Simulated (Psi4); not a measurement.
# CH6GaN (SMILES [CH3][GaH][NH2]) at CCSD(T)/6-31G(d) (spherical functions)

Aim: the vertical ionisation energy of CH6GaN at CCSD(T)/6-31G* (spherical functions), from 2 runs. 

The calculation is run with Psi4 1.11.

4 further runs of the same task are left out: 2 that didn't finish, 2 set aside as unsound or not needed.

### 1 Starting point

The species is CH6GaN (9 atoms), meant as a singlet with charge 0. SMILES: `[CH3][GaH][NH2]`. Geometry: relaxed at PBE0-D4/def2-TZVP.

Bond lengths: C1–Ga2 1.962 Å, Ga2–N3 1.819 Å, C1–H4 1.093 Å, C1–H5 1.093 Å, C1–H6 1.091 Å, Ga2–H7 1.566 Å, N3–H8 1.006 Å, N3–H9 1.006 Å. Some angles: C1–Ga2–N3 118.1°, C1–Ga2–H7 126.4°, N3–Ga2–H7 115.5°, Ga2–C1–H4 110.4°, Ga2–C1–H5 110.5°, Ga2–C1–H6 111.7°, Ga2–N3–H8 124.0°, Ga2–N3–H9 124.3°, H4–C1–H5 107.2°, H4–C1–H6 108.5°.

### 2 A single-point energy at CCSD(T)/6-31G(d) (spherical functions)

File ch6gan.xyz:

```xyz
9
CH6GaN
C     -0.279100     0.944700    -1.124800
Ga     0.513400    -0.531900    -0.104400
N     -0.068200    -0.807600     1.596800
H     -0.756000     0.568300    -2.033100
H      0.493400     1.652200    -1.435600
H     -1.026300     1.483500    -0.540100
H      1.617900    -1.521300    -0.608700
H      0.276500    -1.536600     2.197700
H     -0.771600    -0.251300     2.052200
```

File run.py:

```python
import numpy as np
from ase.calculators.psi4 import Psi4
from ase.io import read

atoms = read('ch6gan.xyz')
calc = Psi4(atoms=atoms, method='ccsd(t)', basis='6-31G*', memory='2200MB', num_threads=1, charge=0, multiplicity=1, label='ch6gan')
calc.psi4.set_options({'puream': True, 'e_convergence': 1e-09, 'd_convergence': 1e-08, 'scf_type': 'pk', 'num_frozen_docc': 11})
atoms.calc = calc

print(f'energy: {atoms.get_potential_energy():.6f} eV')
```

Command:

```bash
python run.py
```

ch6gan.dat:

```text
[...]
  Running in c1 symmetry.
[...]
  Nuclear repulsion =  188.630644528012226
[...]
  Multiplicity = 1
[...]
  Nalpha       = 25
  Nbeta        = 25
[...]
    Number of basis functions: 72
[...]
   @RHF iter   1: -2017.21538243875079   -3.11872e+00   3.63241e-02 DIIS/ADIIS
[...]
   @RHF iter  12: -2018.77686053453999   -6.59384e-12   6.98757e-09 DIIS
[...]
    Orbital Energies [Eh]
    ---------------------
    Doubly Occupied:
       1A   -378.810244     2A    -48.188032     3A    -42.519991
       4A    -42.516707     5A    -42.516213     6A    -15.520086
       7A    -11.196436     8A     -6.399046     9A     -4.494082
      10A     -4.488542    11A     -4.487620    12A     -1.192760
      13A     -1.181119    14A     -1.181031    15A     -1.178562
      16A     -1.176615    17A     -1.079794    18A     -0.916283
      19A     -0.629963    20A     -0.594277    21A     -0.544195
      22A     -0.540012    23A     -0.457015    24A     -0.400342
      25A     -0.380164
[...]
  @RHF Final Energy: -2018.77686053453999
   => Energetics <=
    Nuclear Repulsion Energy =            188.6306445280122261
    One-Electron Energy =               -3189.6367458570503004
    Two-Electron Energy =                 982.2292407944978549
    Total Energy =                      -2018.7768605345399919
[...]
 Multipole Moments:
 ------------------------------------------------------------------------------------
     Multipole            Electronic (a.u.)      Nuclear  (a.u.)        Total (a.u.)
 ------------------------------------------------------------------------------------
 L = 1.  Multiply by 2.5417464519 to convert [e a0] to [Debye]
 Dipole X            :          3.0549150           -3.2328397           -0.1779247
 Dipole Y            :         -3.4070581            3.5222631            0.1152050
 Dipole Z            :         -0.1835671            0.3457455            0.1621785
 Magnitude           :                                                    0.2668918
[...]
      * MP2 total energy                      = -2019.316460618331348
[...]
      * CCSD total energy                     = -2019.332178956951338
[...]
      * CCSD(T) total energy                  = -2019.345010224950101
```

On the terminal:

```text
energy: -54949.176590 eV
```

Wall time 33 s (1 thread of AMD EPYC 7R43 (Zen 3), shared host); peak memory 0.36 GiB.

### 3 The doublet cation

File calc.dat:

```
memory 2200 mb

molecule {
  1 2
  C
  Ga 1 r2
  N 2 r3 1 a3
  H 1 r4 2 a4 3 d4
  H 1 r5 4 a5 2 d5
  H 1 r6 5 a6 4 d6
  H 2 r7 3 a7 1 d7
  H 3 r8 2 a8 7 d8
  H 3 r9 8 a9 2 d9

  r2 = 1.962045
  r3 = 1.818887
  a3 = 118.12124
  r4 = 1.092758
  a4 = 110.44642
  d4 = -120.62751
  r5 = 1.092661
  a5 = 107.1663
  d5 = 120.38053
  r6 = 1.091095
  a6 = 108.47193
  d6 = -116.91136
  r7 = 1.566254
  a7 = 115.52358
  d7 = -179.99246
  r8 = 1.005654
  a8 = 123.9962
  d8 = 0.02448
  r9 = 1.005798
  a9 = 111.72204
  d9 = -179.95197
  units angstrom
  symmetry c1
  no_reorient
  no_com
}

set reference uhf
set puream true
set e_convergence 1e-09
set d_convergence 1e-08
set scf_type pk
set num_frozen_docc 11
set maxiter 100

result, w = energy('ccsd(t)/6-31G*', return_wfn=True)
```

Command:

```bash
psi4 -i calc.dat -o calc.out -n 1
```

calc.out:

```text
[...]
  Running in c1 symmetry.
[...]
  Nuclear repulsion =  188.630645943201046
[...]
  Multiplicity = 2
[...]
  Nalpha       = 25
  Nbeta        = 24
[...]
    Number of basis functions: 72
[...]
   @UHF iter   1: -2016.92237813921179   -2.82571e+00   3.63880e-02 DIIS/ADIIS
[...]
   @UHF iter  15: -2018.48779830506123   -7.50333e-12   7.01480e-09 DIIS
[...]
   @S^2 Observed:                7.585359222E-01
[...]
    Orbital Energies [Eh]
    ---------------------
    Alpha Occupied:
       1A   -379.048870     2A    -48.427163     3A    -42.758992
       4A    -42.755973     5A    -42.754666     6A    -15.923107
       7A    -11.371723     8A     -6.638357     9A     -4.732960
      10A     -4.729485    11A     -4.723991    12A     -1.525092
      13A     -1.422913    14A     -1.419174    15A     -1.414816
      16A     -1.413693    17A     -1.409777    18A     -1.088945
      19A     -0.998034    20A     -0.934018    21A     -0.856919
      22A     -0.717219    23A     -0.705942    24A     -0.685334
      25A     -0.588270
    Alpha Virtual:
[...]
  @UHF Final Energy: -2018.48779830506123
   => Energetics <=
    Nuclear Repulsion Energy =            188.6306459432010456
    One-Electron Energy =               -3177.2313658973175734
    Two-Electron Energy =                 970.1129216490551244
    Total Energy =                      -2018.4877983050612329
  UHF NO Occupations:
  HONO-2 :   23  A 1.9991874
  HONO-1 :   24  A 1.9972387
[...]
 Multipole Moments:
 ------------------------------------------------------------------------------------
     Multipole            Electronic (a.u.)      Nuclear  (a.u.)        Total (a.u.)
 ------------------------------------------------------------------------------------
 L = 1.  Multiply by 2.5417464519 to convert [e a0] to [Debye]
 Dipole X            :         -0.0003094           -0.0000413           -0.0003507
 Dipole Y            :          1.0213290           -2.9517970           -1.9304680
 Dipole Z            :          4.9309285           -3.7767749            1.1541536
 Magnitude           :                                                    2.2491726
[...]
      * MP2 total energy                      = -2018.979734906923341
[...]
      * CCSD total energy                     = -2019.002362009980288
[...]
      * CCSD(T) total energy                     = -2019.013114184129563
[...]
```

It took 97 s on 1 thread of AMD EPYC 7R43 (Zen 3), shared host; peak memory 0.37 GiB.

### 4 Results

Level: CCSD(T)/6-31G* (spherical functions), 11 core orbitals frozen.

| quantity | value |
| --- | --- |
| singlet CH6GaN: total energy | -2019.34501 Eh |
| singlet CH6GaN: HOMO energy (Hartree–Fock orbitals) | -10.34 eV |
| singlet CH6GaN: LUMO energy (Hartree–Fock orbitals) | 2.41 eV |
| singlet CH6GaN: HOMO–LUMO gap (Hartree–Fock orbitals) | 12.76 eV |
| singlet CH6GaN: correlation energy (11 core orbitals frozen) | -568.1 mEh |
| singlet CH6GaN: (T) correction | -12.83 mEh |
| singlet CH6GaN: T1 diagnostic | 0.014 |
| doublet cation: total energy | -2019.01311 Eh |
| doublet cation: HOMO energy (Hartree–Fock orbitals) (highest over α and β) | -16.01 eV |
| doublet cation: LUMO energy (Hartree–Fock orbitals) (lowest over α and β) | -6.23 eV |
| doublet cation: correlation energy (11 core orbitals frozen) | -525.3 mEh |
| doublet cation: (T) correction | -10.75 mEh |
| doublet cation: ⟨S²⟩ of the reference determinant | 0.759 |
| doublet cation: T1 diagnostic | 0.015 |
| vertical ionisation energy (to the doublet cation) | 9.031 eV |

**Reading.** Removing an electron at fixed nuclei costs 9.03 eV (208 kcal/mol). The triples (singlet CH6GaN) make up 2.3 % of the correlation energy. The triples (doublet cation) make up 2.0 % of the correlation energy.
